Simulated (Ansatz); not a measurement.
# SrCo (Fm-3m) in Ansatz: convergence with wavefunction cutoff

Aim: find how far wavefunction cutoff must go before the results for SrCo settle, at PBE. This setting moves, with any that are tied to it; all else stays.

Everything below comes from runs of Ansatz 0.2.0. Logs are shortened: lines on timing, memory, paths and dates and some standing lists are left out, and cuts for length are marked.

### Step 1. Starting point

The structure is cubic, space group Fm-3m (No. 225). The conventional cell has a = 5.183 Å, b = 5.183 Å, c = 5.183 Å, α = 90.00°, β = 90.00°, γ = 90.00°. Around Sr (site symmetry m-3m) lie 6 Co at 2.59 Å. Around Co (site symmetry m-3m) lie 6 Sr at 2.59 Å.

The cell was built by a generator and needn't be a form met in nature.

### Step 2. With wavefunction cutoff 200 eV

input.yaml

```yaml
crystal:
  lattice:
    - [0.0, 2.59132079, 2.59132079]
    - [2.59132079, 0.0, 2.59132079]
    - [2.59132079, 2.59132079, 0.0]
  atoms:
    - { symbol: Sr, position: [0.0, 0.0, 0.0] }
    - { symbol: Co, position: [0.5, 0.5, 0.5], spin: 2.0, spin_axis: [0.0, 0.0, 2.0] }
hamiltonian:
  xc: pbe
  pseudopotentials: { kind: paw_fr }
magnetization:
  noncollinear: true
  spin_orbit: true
kpoints:
  mp_grid: { grid: [7, 7, 7] }
scf:
  occupations: { method: fermi_dirac, width: 0.1 }
output:
  forces: true
  stress: true
  eigenvalues: true
basis:
  ecutwfc: "200 eV"
```

Potentials or basis: Ansatz PAW.

The run is started by

```
$ ansatz run input.yaml --threads 2 --pin off --max-ram 5632MiB --backend cpu --events-out ev --progress --plain --runs-dir out
```

It took 5.8 s on 2 threads of Arm Neoverse V2, shared host; peak memory 0.37 GiB.

What came out:

```yaml
Free_energy: -8647.0060 eV
Pressure: 10.9 GPa
Band_gap_on_the_k_mesh: none (metal or under the smearing width)
Net_moment: 0.16 μB per cell
Absolute_moment: 0.20 μB per cell
```

### Step 3. With wavefunction cutoff 250 eV

Changes to input.yaml since step 2:

```diff
@@ -23,2 +23,2 @@
 basis:
-  ecutwfc: "200 eV"
+  ecutwfc: "250 eV"
```

Potentials or basis: Ansatz PAW.

The run is started by

```
$ ansatz run input.yaml --threads 2 --pin off --max-ram 5632MiB --backend cpu --events-out ev --progress --plain --runs-dir out
```

Run time: 7.3 s. Hardware: 2 threads of Arm Neoverse V2, shared host; peak memory 0.39 GiB.

Results:

* Free energy: -8664.2576 eV
* Pressure: 27.8 GPa
* Band gap on the k mesh: none (metal or under the smearing width)
* Net moment: 0.52 μB per cell
* Absolute moment: 0.66 μB per cell

### Step 4. With wavefunction cutoff 300 eV

Changes to input.yaml since step 3:

```diff
@@ -23,2 +23,2 @@
 basis:
-  ecutwfc: "250 eV"
+  ecutwfc: "300 eV"
```

The run is started by

```
$ ansatz run input.yaml --threads 2 --pin off --max-ram 5632MiB --backend cpu --events-out ev --progress --plain --runs-dir out
```

It took 10 s on 2 threads of Arm Neoverse V2, shared host; peak memory 0.42 GiB.

What came out:

| Quantity | Value |
| --- | --- |
| Free energy | -8667.4324 eV |
| Pressure | 27.7 GPa |
| Band gap on the k mesh | none (metal or under the smearing width) |
| Net moment | 0.69 μB per cell |
| Absolute moment | 0.83 μB per cell |

### Step 5. With wavefunction cutoff 350 eV

Changes to input.yaml since step 4:

```diff
@@ -23,2 +23,2 @@
 basis:
-  ecutwfc: "300 eV"
+  ecutwfc: "350 eV"
```

The run is started by

```
$ ansatz run input.yaml --threads 2 --pin off --max-ram 5632MiB --backend cpu --events-out ev --progress --plain --runs-dir out
```

Run time: 13 s. Hardware: 2 threads of Arm Neoverse V2, shared host; peak memory 0.44 GiB.

What came out:

```
Free energy            : -8667.8938 eV
Pressure               : 28.0 GPa
Band gap on the k mesh : none (metal or under the smearing width)
Net moment             : 0.73 μB per cell
Absolute moment        : 0.88 μB per cell
```

### Step 6. With wavefunction cutoff 400 eV

Changes to input.yaml since step 5:

```diff
@@ -23,2 +23,2 @@
 basis:
-  ecutwfc: "350 eV"
+  ecutwfc: "400 eV"
```

Potentials or basis: Ansatz PAW.

The run is started by

```
$ ansatz run input.yaml --threads 2 --pin off --max-ram 5632MiB --backend cpu --events-out ev --progress --plain --runs-dir out
```

It took 10 s on 2 threads of Arm Neoverse V2, shared host; peak memory 0.45 GiB.

The run converged. Its results:

```yaml
Free_energy: -8667.9292 eV
Pressure: 28.0 GPa
Band_gap_on_the_k_mesh: none (metal or under the smearing width)
Net_moment: 0.74 μB per cell
Absolute_moment: 0.89 μB per cell
```

### Step 7. With wavefunction cutoff 450 eV

Changes to input.yaml since step 6:

```diff
@@ -23,2 +23,2 @@
 basis:
-  ecutwfc: "400 eV"
+  ecutwfc: "450 eV"
```

The run is started by

```
$ ansatz run input.yaml --threads 2 --pin off --max-ram 5632MiB --backend cpu --events-out ev --progress --plain --runs-dir out
```

It took 15 s on 2 threads of Arm Neoverse V2, shared host; peak memory 0.48 GiB.

Results (log left out):

| Property | Result |
| --- | --- |
| Free energy | -8667.9313 eV |
| Pressure | 28.0 GPa |
| Band gap on the k mesh | none (metal or under the smearing width) |
| Net moment | 0.74 μB per cell |
| Absolute moment | 0.89 μB per cell |

### Step 8. With wavefunction cutoff 500 eV

Changes to input.yaml since step 7:

```diff
@@ -23,2 +23,2 @@
 basis:
-  ecutwfc: "450 eV"
+  ecutwfc: "500 eV"
```

The run is started by

```
$ ansatz run input.yaml --threads 2 --pin off --max-ram 5632MiB --backend cpu --events-out ev --progress --plain --runs-dir out
```

It took 17 s on 2 threads of Arm Neoverse V2, shared host; peak memory 0.5 GiB.

The run converged. Its results:

- Free energy: -8667.9327 eV
- Pressure: 28.0 GPa
- Band gap on the k mesh: none (metal or under the smearing width)
- Net moment: 0.74 μB per cell
- Absolute moment: 0.89 μB per cell

### Step 9. With wavefunction cutoff 600 eV

Changes to input.yaml since step 8:

```diff
@@ -23,2 +23,2 @@
 basis:
-  ecutwfc: "500 eV"
+  ecutwfc: "600 eV"
```

Potentials or basis: Ansatz PAW.

The run is started by

```
$ ansatz run input.yaml --threads 2 --pin off --max-ram 5632MiB --backend cpu --events-out ev --progress --plain --runs-dir out
```

It took 19 s on 2 threads of Arm Neoverse V2, shared host; peak memory 0.54 GiB.

Results (log left out):

```
Free energy            : -8667.9336 eV
Pressure               : 28.0 GPa
Band gap on the k mesh : none (metal or under the smearing width)
Net moment             : 0.74 μB per cell
Absolute moment        : 0.89 μB per cell
```

### Step 10. With wavefunction cutoff 800 eV

Changes to input.yaml since step 9:

```diff
@@ -23,2 +23,2 @@
 basis:
-  ecutwfc: "600 eV"
+  ecutwfc: "800 eV"
```

Potentials or basis: Ansatz PAW.

The run is started by

```
$ ansatz run input.yaml --threads 2 --pin off --max-ram 5632MiB --backend cpu --events-out ev --progress --plain --runs-dir out
```

The log of the run:

```text
Warning: output.stress: scf.convergence.dr2_threshold = 1e-7 eV (the SCF's general default) is looser than the 2e-10 eV advised for a printed stress (1e-10 eV for each atom of the cell: 2). What an SCF threshold leaves in a stress goes as its square root, and in the free energy as the threshold itself, and one threshold admits the most on a small cell: of the crystals measured, under no hybrid functional and no lock of the moments, on runs that ended without the residual-converged pass, on stresses that held no estimate of that error, the worst erred by over 100 MPa in a component at 1e-7 eV an atom and by under 5 at 1e-10. Set scf.convergence.dr2_threshold to 2e-10 eV or tighter. The threshold is an SCF's pass mark: one that does not reach it within its budget of iterations ends unconverged, or closes short of it on a stop that the run arms, and scf.convergence.dr2_threshold's page says what that costs each kind of run
Warning: RAYON_NUM_THREADS=2 ignored (pool sized by the plan → 2); use --threads N
Engine: ansatz 0.2.0, aarch64-unknown-linux-gnu
Pseudopotentials: kind: paw_fr
Pseudopotential: Sr, paw_fr, valence charge 10, recommended cutoff 420 eV (normal), Sr.paw.azcp#standard-fr
Pseudopotential: Co, paw_fr, valence charge 17, recommended cutoff 420 eV (normal), Co.paw.azcp#standard-fr
Functional definition: PBE
  parameter kappa = 0.804
  parameter beta = 0.06672455060314922
  exchange = pbe_x(kappa = kappa, mu = beta*pi^2/3)
  correlation = pbe_c(beta = beta)
Crystal: 2 atoms, lattice volume = 34.801 Å³
Basis set: ecut = 800 eV, 1807 PW (Γ), exchange–correlation on 72×72×72 points (8 copies of the dense FFT grid, shifted against one another)
Bands: 36, of which v1, the nominal top of the filled ones, is band 27 counted from 1 (26 counted from 0)
Symmetry: 8 space group operations + 8 with time reversal
Magnetic group: BNS 139.537 (UNI 1197), of the structure as read, at distance tolerance 3.3e-5 Å
k-points: 40 of 343 (time reversal used)
Projection manifold: j_resolved (fully-relativistic pseudo-atomic orbitals)
Non-local potential: Sr, projectors of the file, l = 0: 3, l = 1: 4, l = 2: 4
Non-local potential: Co, projectors of the file, l = 0: 3, l = 1: 4, l = 2: 6, l = 3: 2
PAW form: soft (Blöchl's): semilocal exchange-correlation on the pseudo side does not see the compensation charge
PAW one-centre angular grid: Sr, 110 points (default); XC on 64 Gauss nodes
PAW one-centre angular grid: Co, 590 points (default); XC on 64 Gauss nodes
Initial density: superposition of atomic densities (chi_scale 0.1, normalization cell, long waves kept (reshape's long-wave potential 0.00 eV rms))
Starting moments: Σ|m| = 2 μB on 1 of 2 sites
Initial wavefunctions: pseudopotential atomic-orbital guess
Functional: x = pbe(κ = 0.804, μ = 0.2195149727645171), c = pbe(β = 0.06672455060314922)
iter 1 solved again at ethr=6.24e-4 eV; its pass at ethr=3.10e-3 eV (dr2=1.68e-1 eV) is discarded
SCF iter   1: F=—  HF=-8667.695685 eV  |F-HF|=—  |Δ(HF+E_count)|=         —  Δρ=9.76e-2  dr2=2.09e-1  dr2_m=7.59e-1  ethr=6.24e-4  |M|=1.03e0 ∫|m|=1.38e0 μB  |m|>n=0.0e0 m-floor=0.0e0 τ_xc=0.0e0 mc-row=0.0e0  β_m=0.30  ⟨swp⟩=1.8  Hψ=10472  notcnv=0
eigensolver tolerance schedule calibrated: the retry pair's looser diagonalisation under-reported the residual by θ = 0.19 (0.28/decade); ethr = c·dr2/N_el runs at the constant in force after the calibration composes with the one it found (an armed cap, an earlier calibration), c = 1.3e-2
[... 17 lines left out ...]
SCF iter  15: F=—  HF=-8667.934394 eV  |F-HF|=—  |Δ(HF+E_count)|=   1.02e-6  Δρ=1.71e-5  dr2=2.59e-8  dr2_m=2.67e-8  ethr=4.74e-11  |M|=7.40e-1 ∫|m|=8.92e-1 μB  |m|>n=0.0e0 m-floor=0.0e0 τ_xc=1.2e-3 mc-row=0.0e0  β_m=0.99  ⟨swp⟩=9.5  Hψ=8076  notcnv=0
SCF iter  16: F=-8667.934394 eV  HF=-8667.934394 eV  |F-HF|=2.44e-8  |Δ(HF+E_count)|=   3.33e-8  Δρ=1.25e-5  dr2=3.30e-8  dr2_m=2.50e-9  ethr=1.23e-11  |M|=7.40e-1 ∫|m|=8.91e-1 μB  |m|>n=0.0e0 m-floor=0.0e0 τ_xc=1.2e-3 mc-row=0.0e0  ⟨swp⟩=5.2  Hψ=4881  notcnv=0
SCF 1 converged in 16 iterations: F = -8667.934394 eV  dr2 = 3.30e-8
SCF converged after 16 iterations
Magnetization: |M| = 0.7403 μB,  M = (-0.0000, -0.0000, +0.7403) μB
Absolute magnetization: 0.8887 μB (∫|m|, with the PAW one-centre terms)
  site 0: m = (+0.0000, +0.0000, -0.0119) μB, |m| = 0.0119 μB  (R = 1.07 Å)
  site 1: m = (+0.0000, +0.0000, +0.7951) μB, |m| = 0.7951 μB  (R = 1.07 Å)
Free energy (F): -8667.934394 eV
Harris-Foulkes:  -8667.934394 eV  (|F-HF|=2.44e-8)
Internal energy: -8667.842072 eV  (E = F + TS)
E sigma→0 (E₀):  -8667.888233 eV
Entropy (-TS):   -0.092322 eV (-46.161 meV/atom)
Fermi energy:    14.026209 eV
--- Per-component energies (eV) ---
  E_band       = -329.542881
  E_kinetic    = 716.344354
  E_local      = -4216.006659  (includes V_loc(G=0)·N_el)
  E_nonlocal   = 671.031293
  E_hartree    = 1711.433799
  E_xc         = -334.544298
  E_vxc        = -370.445564  (∫ρ·V_xc dr)
  E_paw        = -4223.694903  (= ΣΔE_a)
  E_vpaw       = -553.348097  (= ΣTr[D̂ρ^β])
  E_aug_tail   = -0.000002  (compensation charges beyond the density's cutoff)
  E_ewald      = -2992.405656
  E_smearing   = -0.092322  (= −TS)
  E_closure    = 0.000000  (closes the sum)
  Σ components = -8667.934394   (vs F -8667.934394, Δ=0.00e0)
--- Forces (eV/Å), atoms counted from 1 ---
  atom   1  Sr    -0.00000000     0.00000000     0.00000000
  atom   2  Co     0.00000000     0.00000000    -0.00000000
  max |Σ_I F_I| component: 3.90e-18 eV/Å
--- Stress (GPa, compression-positive) ---
       28.039094       0.000000       0.000000
        0.000000      28.039094       0.000000
       -0.000000       0.000000      28.035373
  P = ⅓ Tr σ = 28.0379 GPa (280.379 kbar)
--- Band table (eV; the first three rows and the last of 40) ---
  k-point 0: bands = ["-80.1554", "-79.2877", "-44.5662", "-44.3023", "-42.9448", "-42.5621", "-42.3030", "-42.0938", "-19.9071", "-19.8987", "-2.4846", "-2.4794", "-1.3351", "-1.3294", "-1.3239", "-1.3184", "9.3758", "9.4006", "11.9830", "11.9949", "12.1431", "12.1875", "12.1991", "12.5647", "12.5826", "12.6166", "12.7899", "12.7931", "19.5988", "19.6142", "19.6378", "19.7281", "19.7662", "19.7885", "22.1082", "22.1083"]
  k-point 1: bands = ["-80.1554", "-79.2876", "-44.5665", "-44.3026", "-42.9452", "-42.5625", "-42.3034", "-42.0941", "-19.8809", "-19.8727", "-2.5894", "-2.5839", "-1.5117", "-1.5033", "-1.3764", "-1.3674", "9.9581", "9.9829", "12.1481", "12.1781", "12.2101", "12.3205", "12.3581", "12.5935", "12.7528", "12.7773", "12.9884", "12.9926", "18.4816", "18.6121", "19.3444", "19.3538", "19.4782", "19.4880", "20.8927", "20.9078"]
  k-point 2: bands = ["-80.1553", "-79.2875", "-44.5671", "-44.3033", "-42.9460", "-42.5633", "-42.3042", "-42.0950", "-19.8213", "-19.8135", "-2.8677", "-2.8588", "-1.8243", "-1.8186", "-1.4751", "-1.4673", "11.3154", "11.3319", "12.3515", "12.6201", "12.6622", "12.6985", "12.7253", "12.7795", "13.1816", "13.2054", "13.5148", "13.5187", "16.7990", "16.9589", "17.8905", "17.9088", "18.0445", "18.0641", "21.0111", "21.0138"]
  k-point 39: bands = ["-80.1552", "-79.2874", "-44.5679", "-44.3046", "-42.9465", "-42.5647", "-42.3064", "-42.0956", "-19.7385", "-19.7313", "-3.0715", "-3.0663", "-2.0827", "-2.0826", "-1.7686", "-1.7515", "11.2904", "11.5506", "12.3928", "12.5419", "12.5536", "12.7772", "13.2441", "13.3382", "13.4549", "13.6852", "13.8133", "13.9414", "16.5926", "16.6069", "17.3685", "17.6115", "19.9589", "20.0643", "20.8944", "20.9804"]
```

It took 26 s on 2 threads of Arm Neoverse V2, shared host; peak memory 0.65 GiB.

What came out:

| Quantity | Value |
| --- | --- |
| Free energy | -8667.9344 eV |
| Pressure | 28.0 GPa |
| Band gap on the k mesh | none (metal or under the smearing width) |
| Net moment | 0.74 μB per cell |
| Absolute moment | 0.89 μB per cell |

### Step 11. Summary

```
wavefunction cutoff  energy less the tightest run, at zero smearing (meV/atom)  pressure (GPa)  absolute moment (μB)  SCF cycles  CPU time (s)  peak memory (GiB)
             200 eV                                                   10466.63           10.88                  0.20          21            11               0.37
             250 eV                                                    1837.42           27.77                  0.66          24            14               0.39
             300 eV                                                     251.15           27.73                  0.83          21            21               0.42
             350 eV                                                      20.40           27.97                  0.88          21            25               0.44
             400 eV                                                       2.61           28.04                  0.89          17            20               0.45
             450 eV                                                       1.57           28.04                  0.89          17            29               0.48
             500 eV                                                       0.85           28.04                  0.89          18            34                0.5
             600 eV                                                       0.40           28.04                  0.89          16            37               0.54
             800 eV                                                       0.00           28.04                  0.89          16            51               0.65
```

Against the tightest run, the energy stays within 1 meV/atom from 500 eV on; the pressure stays within 0.1 GPa from 350 eV on; the absolute moment stays within 0.02 μB from 350 eV on. The tightest run that finished is the yardstick and may itself not be fully converged.

Caveats: a pressure of tens of GPa on the cell as given is suspect, and the run, the potentials or the cell itself is likely at fault; the thresholds are loose for stress.
